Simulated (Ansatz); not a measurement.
# SiAsH+ (quartet): wave-function methods side by side, cc-pVTZ

How much of the correlation energy of SiAsH+ (quartet) does each wave-function method recover here?

Method: cc-pVTZ, core rule «outside noble gas», up to 19 orbitals frozen; program: Ansatz 0.2.0, Gaussian basis.

Plan: UHF; CCSD(T) on ROHF; CCSD(T) on UHF; BCCD(T) on ROHF; CCSDT(Q) on ROHF; CCSDT(Q) on UHF; CASSCF and MRCISD+Q, 9 electrons in 9 orbitals; CASSCF and NEVPT2, 9 electrons in 9 orbitals.

6 further runs of the same task are left out: 6 set aside as unsound or not needed. Runs told in other sessions of the task aren't counted.

## Step 1: The geometry

The geometry is a PBE0/def2-TZVP stationary point (not a proven minimum) of the parent state, kept for this charge and spin. No spin-orbit coupling is included. The filled d shell of As may be among the frozen orbitals whatever the setting's name suggests.

3 atoms, charge 1, spin multiplicity 4.

Atoms are counted from 1 here; the program's logs count them from 0.

Bond lengths: Si1–As2 2.196 Å, Si1–H3 1.512 Å. Angles: As2–Si1–H3 116.7°.

## Step 2: UHF

Input file in.yaml:

```yaml
crystal:
  periodic: [false, false, false]
  atoms:
    - {symbol: Si, position_ang: [0.000000, -0.104364, 1.571806]}
    - {symbol: As, position_ang: [0.000000, 0.022917, -0.620554]}
    - {symbol: H, position_ang: [0.000000, 1.204585, 2.329445]}
basis:
  gaussian: {orbitals: cc-pVTZ}
total_charge: 1
magnetization: {spin_polarized: true, initial_magnetization: 3}
hamiltonian: {xc: hf}
output: {orbitals: {seedname: orbitals}}
```

Started as:

```bash
$ ansatz run in.yaml --threads 1 --pin off --events-out ev --progress --plain --max-ram 4096MiB --backend cpu
```

The runs that follow: CCSD(T) on ROHF; CCSD(T) on UHF; BCCD(T) on ROHF; CCSDT(Q) on ROHF; CCSDT(Q) on UHF; CASSCF and MRCISD+Q, 9 electrons in 9 orbitals; CASSCF and NEVPT2, 9 electrons in 9 orbitals.

**Question.** What will the summary of the whole plan be? Wanted: UCCSDT(Q) from the RHF energy; RMP2 from UCCSDT(Q); UMP2 from UCCSDT(Q); RCCSD from UCCSDT(Q); RCCSD(T) from UCCSDT(Q); UCCSD(T) from UCCSDT(Q); RCCSDT(Q) from UCCSDT(Q); NEVPT2 valence from UCCSDT(Q); MRCISD+Q valence from UCCSDT(Q).

**Answer**, as computed:

| quantity | value |
| --- | --- |
| UCCSDT(Q) from the ROHF energy | -5.5359 eV |
| RMP2 from UCCSDT(Q) | +110.0 kJ/mol |
| UMP2 from UCCSDT(Q) | +112.8 kJ/mol |
| RCCSD from UCCSDT(Q) | +28.9 kJ/mol |
| RCCSD(T) from UCCSDT(Q) | +6.3 kJ/mol |
| UCCSD(T) from UCCSDT(Q) | +5.5 kJ/mol |
| RCCSDT(Q) from UCCSDT(Q) | +1.1 kJ/mol |
| NEVPT2 valence from UCCSDT(Q) | +99.4 kJ/mol |
| MRCISD+Q valence from UCCSDT(Q) | +6.6 kJ/mol |
| levels within 1 kcal/mol (43 meV) | RCCSDT, UCCSDT, RCCSDT(Q) |
| T1 diagnostic | 0.030 |
| effectively unpaired electrons | 3.02 |

What this shows: RCCSD(T) lands +6.3 kJ/mol from the yardstick (1.2 % of the correlation energy). One determinant dominates. Of the multireference levels listed MRCISD+Q valence comes nearest in total energy (+6.6 kJ/mol), which doesn't show that its space is the better one. These misses are within one basis, not against nature; the frozen cores of restricted and unrestricted runs differ, which can shift their rows.
